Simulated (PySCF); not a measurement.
# C5H5NO2S2: the cost of one run

Computed with PySCF 2.14.0 and routines of our own; the level stands in each step. Atoms count from 0.

### Step 1. The system as given

15 atoms, charge 0, multiplicity 3; geometry from: GFN2-xTB.

### Step 2. Open-shell or spin-flip excitations: unrestricted TDA PBE0/def2-SVP

What the job is given:

```
{"job": {"kind": "uabs", "xc": "PBE0", "basis": "def2-SVP", "nstates": 10, "tda": true}, "charge": 0, "multiplicity": 3}
C     -2.246765    -0.469636     0.847571
S     -1.495615    -0.618539    -0.843428
O     -1.554762     0.775217    -1.376437
C      0.182155    -0.789054    -0.379545
S      0.993707    -2.293922    -0.033408
N      2.440944    -1.543530     0.247844
C      2.384335    -0.267651     0.090071
C      1.120580     0.272772    -0.304884
C      0.843393     1.615811    -0.561592
O      1.495209     2.649753    -0.516267
H     -2.119711    -1.419843     1.352989
H     -1.747488     0.326733     1.388565
H     -3.300050    -0.241442     0.725535
H      3.260098     0.338410     0.243046
H     -0.260446     1.672912    -0.901970
```

With the program's defaults for keys left out, this is: unrestricted TDA PBE0/def2-SVP, vertical, gas phase, core orbitals frozen in the response.

Command:

```bash
$ OMP_NUM_THREADS=1 python excited_run.py task.json out
```

This one command runs all jobs of the session in turn.

**Question.** How long does this run take on 1 thread of Intel Xeon Platinum 8375C at 2.90GHz, shared host?

About 2 min.
